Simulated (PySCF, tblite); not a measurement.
# C₅H₆F₄O: geometry, infrared bands and NMR shifts

Aim: predict the infrared bands and NMR shifts of C₅H₆F₄O (`C[C@H](CC(=O)F)C(F)(F)F`).

Computed with tblite 0.8.0 and PySCF 2.14.0, with density-fitted response routines of our own, on a single molecule in the gas phase. Atoms count from 0, in the outputs and in this text.

### Step 1. The starting structure

16 atoms, charge 0, multiplicity 1; geometry from: force field or distance geometry start.

Bonds of the start (Å): C0–C1 1.50, C1–C2 1.53, C2–C3 1.49, C3–O4 1.22, C3–F5 1.37, C1–C6 1.50, C6–F7 1.39, C6–F8 1.41, C6–F9 1.38, C0–H10 1.11, C0–H11 1.12, C0–H12 1.09, C1–H13 1.12, C2–H14 1.10, C2–H15 1.13.

### Step 2. Geometry optimisation with GFN2-xTB

What the job is given:

```
{"job": {"kind": "relax", "xc": "GFN2-xTB", "basis": "xTB"}, "charge": 0, "multiplicity": 1}
C     -0.203500     0.411200    -1.447800
C     -0.406900     0.236300     0.026900
C      0.790300    -0.429200     0.703900
C      2.048000     0.344800     0.546700
O      2.623300     0.247500    -0.530200
F      2.565000     1.103200     1.564600
C     -1.656600    -0.505600     0.389900
F     -1.684100    -1.787300    -0.151600
F     -1.743000    -0.591800     1.791100
F     -2.819400     0.127100    -0.001100
H      0.444000     1.282300    -1.700800
H     -1.210700     0.683600    -1.862800
H      0.185800    -0.486500    -1.928100
H     -0.487100     1.258800     0.467700
H      0.981000    -1.443600     0.309500
H      0.566400    -0.441700     1.810900
```

On the command line:

```sh
$ OMP_NUM_THREADS=1 python probes_run.py task.json out
```

This one command runs all jobs of the session in turn.

**Question.** This job is followed by: GFN2-xTB harmonic vibrations, gas phase; GIAO PBE0/pcSseg-1 NMR shielding, non-relativistic, gas phase. Predict these results of the whole session: strongest single infrared mode (GFN2-xTB); zero-point energy (GFN2-xTB); 13C shifts against TMS (PBE0/pcSseg-1); 1H shifts against TMS (PBE0/pcSseg-1, means over atoms taken as alike); 17O shifts against H2O (PBE0/pcSseg-1); 19F shifts against CFCl3 (PBE0/pcSseg-1, means over atoms taken as alike); surface potential, 1st and 99th percentile.

As calculated:

```
                                                                 quantity                               value
                                strongest single infrared mode (GFN2-xTB)               1884 cm⁻¹, 452 km/mol
                                             zero-point energy (GFN2-xTB)                       67.5 kcal/mol
                                   13C shifts against TMS (PBE0/pcSseg-1)  168.8, 136.1, 41.2, 38.2, 15.0 ppm
   1H shifts against TMS (PBE0/pcSseg-1, means over atoms taken as alike)          3.15, 2.81, 2.41, 1.31 ppm
                                   17O shifts against H2O (PBE0/pcSseg-1)                           473.5 ppm
19F shifts against CFCl3 (PBE0/pcSseg-1, means over atoms taken as alike)                     41.0, -94.3 ppm
                                    surface potential, 1st and 99th percentile                  -1.17 V and 1.41 V
```

Over 124 steps the energy fell by 0.721 eV; of the close pairs, C6–F8 changed most, 1.407 to 1.343 Å. All 42 modes are real, so the xTB geometry is a minimum. The strongest single mode, at 1884 cm⁻¹, moves mainly C3 and O4. Unscaled tight-binding wavenumbers are off by several per cent, some by more. Its intensities can rank the bands wrongly. At PBE0/pcSseg-1: The widest tensor belongs to O4: span 665 ppm, with a paramagnetic part of -536 ppm. By nearest atom (PBE0/pcSseg-1), the HOMO sits on O4 68 %; F5 10 % and the LUMO on C3 45 %; O4 30 %.
